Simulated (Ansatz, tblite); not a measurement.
**Si14H20 off sphere (Si₁₄H₂₀): which spin state is lowest**

Is the singlet the ground state of Si14H20 off sphere (Si₁₄H₂₀)? Other spin states are computed and compared level by level.

Method: as each input shows; program: Ansatz 0.2.0, Gaussian basis.

Plan: triplet, at the geometry of the singlet (GFN1-xTB, GFN2-xTB, PBE0-D4/def2-TZVP, PBE-D4/def2-TZVP); the singlet's energies come from earlier runs.

## (1) The geometry

The geometry is that of the singlet, from an earlier relaxation (PBE-D4/def2-SVP).

34 atoms, charge 0, spin multiplicity 1.

Bond lengths: Si1–Si9 2.353 Å, Si1–Si10 2.356 Å, Si1–H15 1.509 Å, Si1–H16 1.509 Å, Si2–Si8 2.356 Å, Si2–Si11 2.356 Å, Si2–Si12 2.356 Å, Si2–H17 1.511 Å, Si3–Si9 2.352 Å, Si3–Si11 2.353 Å, Si3–Si13 2.353 Å, Si3–H18 1.512 Å, Si4–Si8 2.353 Å, Si4–Si9 2.352 Å, Si4–Si14 2.352 Å, Si4–H19 1.512 Å, Si5–Si10 2.356 Å, Si5–Si14 2.353 Å and more. Angles: Si9–Si1–Si10 109.3°, Si9–Si1–H15 109.7°, Si9–Si1–H16 109.8°, Si10–Si1–H15 109.9°, Si10–Si1–H16 109.8°, H15–Si1–H16 108.3°, Si8–Si2–Si11 109.6°, Si8–Si2–Si12 109.5°, Si8–Si2–H17 109.4°, Si11–Si2–Si12 109.4°, Si11–Si2–H17 109.4°, Si12–Si2–H17 109.4°, Si9–Si3–Si11 109.8°, Si9–Si3–Si13 109.3°, Si9–Si3–H18 109.0°, Si11–Si3–Si13 109.6°, Si11–Si3–H18 110.1°, Si13–Si3–H18 109.0° and more.

## (2) Triplet at the fixed geometry, GFN1-xTB

Tight binding, by tblite at 300 K electronic temperature and without a spin-polarisation term:

```python
tblite.interface.Calculator('GFN1-xTB', numbers, positions, charge=0, uhf=2).singlepoint()
```

Energy -991.5520 eV; 0.15 s.

## (3) Triplet at the fixed geometry, GFN2-xTB

Tight binding, by tblite at 300 K electronic temperature and without a spin-polarisation term:

```python
tblite.interface.Calculator('GFN2-xTB', numbers, positions, charge=0, uhf=2).singlepoint()
```

Energy -926.6950 eV; 0.23 s.

## (4) Triplet at the fixed geometry, PBE0-D4/def2-TZVP

in.yaml

```yaml
crystal:
  periodic: [false, false, false]
  atoms:
    - {symbol: Si, position_ang: [0.677236, -3.402299, 0.677537]}
    - {symbol: Si, position_ang: [-2.038690, 2.041421, -2.036613]}
    - {symbol: Si, position_ang: [0.672246, -0.677724, -2.037236]}
    - {symbol: Si, position_ang: [-2.038939, -0.675915, 0.677910]}
    - {symbol: Si, position_ang: [0.681542, -0.683221, 3.399282]}
    - {symbol: Si, position_ang: [0.676443, 2.035492, 0.677838]}
    - {symbol: Si, position_ang: [3.400656, -0.680271, 0.676451]}
    - {symbol: Si, position_ang: [-3.400687, 0.683352, -0.675932]}
    - {symbol: Si, position_ang: [-0.680298, -2.038072, -0.675728]}
    - {symbol: Si, position_ang: [2.039860, -2.041621, 2.035058]}
    - {symbol: Si, position_ang: [-0.679927, 0.682390, -3.399673]}
    - {symbol: Si, position_ang: [-0.675514, 3.401486, -0.679053]}
    - {symbol: Si, position_ang: [2.034878, 0.674544, -0.677432]}
    - {symbol: Si, position_ang: [-0.675637, 0.674248, 2.038988]}
    - {symbol: H, position_ang: [1.537763, -4.286558, -0.191626]}
    - {symbol: H, position_ang: [-0.188582, -4.285122, 1.542924]}
    - {symbol: H, position_ang: [-2.911125, 2.914813, -2.908418]}
    - {symbol: H, position_ang: [1.552333, -1.558806, -2.893917]}
    - {symbol: H, position_ang: [-2.896629, -1.555581, 1.558402]}
    - {symbol: H, position_ang: [-0.184637, -1.547450, 4.282892]}
    - {symbol: H, position_ang: [1.545525, 0.183058, 4.283022]}
    - {symbol: H, position_ang: [1.559491, 2.889715, 1.558334]}
    - {symbol: H, position_ang: [4.286117, -1.541441, -0.190823]}
    - {symbol: H, position_ang: [4.282279, 0.187678, 1.540913]}
    - {symbol: H, position_ang: [-4.287719, -0.181079, -1.538376]}
    - {symbol: H, position_ang: [-4.281007, 1.548115, 0.193061]}
    - {symbol: H, position_ang: [-1.562414, -2.893530, -1.555961]}
    - {symbol: H, position_ang: [2.912829, -2.914930, 2.906380]}
    - {symbol: H, position_ang: [-1.542618, -0.180002, -4.288388]}
    - {symbol: H, position_ang: [0.191025, 1.546943, -4.278259]}
    - {symbol: H, position_ang: [0.195690, 4.278956, -1.544481]}
    - {symbol: H, position_ang: [-1.535343, 4.290957, 0.185399]}
    - {symbol: H, position_ang: [2.888939, 1.555971, -1.559715]}
    - {symbol: H, position_ang: [-1.555067, 1.554473, 2.897210]}
basis:
  gaussian: {orbitals: def2-TZVP, fitting: {mean_field: def2-universal-jkfit}}
magnetization: {spin_polarized: true, initial_magnetization: 2}
hamiltonian: {xc: pbe0, dispersion: d4}
scf: {omitted_lower_state_checks: [starts]}
output: {orbitals: {seedname: orbitals}}
```

Run with:

```console
$ ansatz run in.yaml --threads 2 --pin off --events-out ev --progress --plain --max-ram 32768MiB --backend cuda --devices 0, --max-vram 18GiB
```

Standard output:

```text
Functional definition: PBE0
  name "PBE0"
  cite "Adamo & Barone, J. Chem. Phys. 110, 6158 (1999) doi:10.1063/1.478522"
  cite "Perdew, Burke & Ernzerhof, Phys. Rev. Lett. 77, 3865 (1996) doi:10.1103/PhysRevLett.77.3865"
  parent pbe
  parameter a = 0.25
  parameter kappa = 0.804
  parameter beta = 0.06672455060314922
  exchange = (1 - a)*pbe_x(kappa = kappa, mu = beta*pi^2/3) + a*exact_x
  correlation = pbe_c(beta = beta)
these checks for a lower state are left out or cut short: starts
2152 factors; integrals over basis functions are off by at most 5.8e-1 eV
mean field evaluation 1: about -110567.0314 eV, gradient 1.5e1 eV
mean field evaluation 2: about -110567.8336 eV, gradient 1.1e1 eV
mean field evaluation 4: about -110568.6607 eV, gradient 9.8e-1 eV
mean field evaluation 8: about -110568.6736 eV, gradient 1.2e-1 eV
mean field evaluation 16: about -110568.6737 eV, gradient 5.0e-4 eV
mean field evaluation 32: about -110568.6860 eV, gradient 1.6e-4 eV
mean field -110568.68604073 eV, -4063.3242658496 hartree, gradient 6.1e-6 eV, S^2 2.007918; 0 other end points of the search recorded, 0 dependent functions left out
reference -110568.68610928 eV, -4063.3242683688 hartree; 109, 107 occupied and 529, 531 virtual orbitals, 2152 factors
Total energy: -110570.64082946 eV, -4063.3961030106 hartree
Checks for a lower state left out: starts
```

Wall time 21 s (1 × H100 (card shared with other runs) with 2 threads of AMD EPYC 7R13, shared host); peak host memory 1.3 GiB.

From the report: HOMO -2.53 eV, LUMO -6.23 eV (over both spins; with the spin held, an empty level of the minority spin lies below the top filled one); ⟨S²⟩ 2.008 (pure: 2.00).

## (5) Triplet at the fixed geometry, PBE-D4/def2-TZVP

start.molden holds the orbitals of an earlier run on this state, given as this run's starting guess.

Changes to in.yaml since step 4:

```diff
@@ -38,5 +38,5 @@
 basis:
-  gaussian: {orbitals: def2-TZVP, fitting: {mean_field: def2-universal-jkfit}}
+  gaussian: {orbitals: def2-TZVP, fitting: {mean_field: def2-universal-jkfit}, initial_orbitals: start.molden}
 magnetization: {spin_polarized: true, initial_magnetization: 2}
-hamiltonian: {xc: pbe0, dispersion: d4}
+hamiltonian: {xc: pbe, dispersion: d4}
 scf: {omitted_lower_state_checks: [starts]}
```

Launched as before.

Standard output:

```text
Functional definition: PBE
  name "PBE"
  cite "Perdew, Burke & Ernzerhof, Phys. Rev. Lett. 77, 3865 (1996) doi:10.1103/PhysRevLett.77.3865"
  parent pbe
  parameter kappa = 0.804
  parameter beta = 0.06672455060314922
  exchange = pbe_x(kappa = kappa, mu = beta*pi^2/3)
  correlation = pbe_c(beta = beta)
these checks for a lower state are left out or cut short: starts
2152 factors; integrals over basis functions are off by at most 5.8e-1 eV
mean field evaluation 1: about -110557.6567 eV, gradient 1.6e1 eV
mean field evaluation 2: about -110558.0744 eV, gradient 5.8e-1 eV
mean field evaluation 4: about -110558.0902 eV, gradient 1.3e-1 eV
mean field evaluation 8: about -110558.0982 eV, gradient 2.7e-1 eV
mean field evaluation 16: about -110558.0996 eV, gradient 4.6e-5 eV
mean field -110558.09964470 eV, -4062.9352229714 hartree, gradient 7.8e-6 eV, S^2 2.002498; 0 other end points of the search recorded, 0 dependent functions left out
reference -110558.09973403 eV, -4062.9352262541 hartree; 109, 107 occupied and 529, 531 virtual orbitals, 2152 factors
Total energy: -110560.26148738 eV, -4063.0146692244 hartree
Checks for a lower state left out: starts
```

Run time: 24 s. Hardware: 1 × H100 (card shared with other runs) with 2 threads of AMD EPYC 7R13, shared host; peak host memory 1.2 GiB.

Report: HOMO -2.19 eV, LUMO -6.33 eV (over both spins; with the spin held, an empty level of the minority spin lies below the top filled one); ⟨S²⟩ 2.002 (pure: 2.00).

## (6) Triplet less singlet, vertical

The singlet's energies are those of its earlier runs, whose logs aren't repeated here.

```tsv
level	triplet less singlet, vertical (kcal/mol)	time
GFN1-xTB	+66.1	0.28 s
GFN2-xTB	+68.5	0.36 s
PBE-D4/def2-TZVP	+96.5	31 s
PBE0-D4/def2-TZVP	+111.1	29 s
```

Times add the two runs; a level without a time comes out of a correlated run. Tight binding without a spin term can't rank spin states.

## (7) Summary of results

```
                                                quantity                                        value
triplet less singlet, vertical, functionals in def2-TZVP  +96.5 (PBE-D4) to +111.1 kcal/mol (PBE0-D4)
```

What this shows: All functionals put the triplet above the singlet, over a spread of 14.5 kcal/mol. The checks for a lower triplet were left out, so another state of that spin may lie lower. These are electronic energies, without zero-point motion, entropy or surroundings.
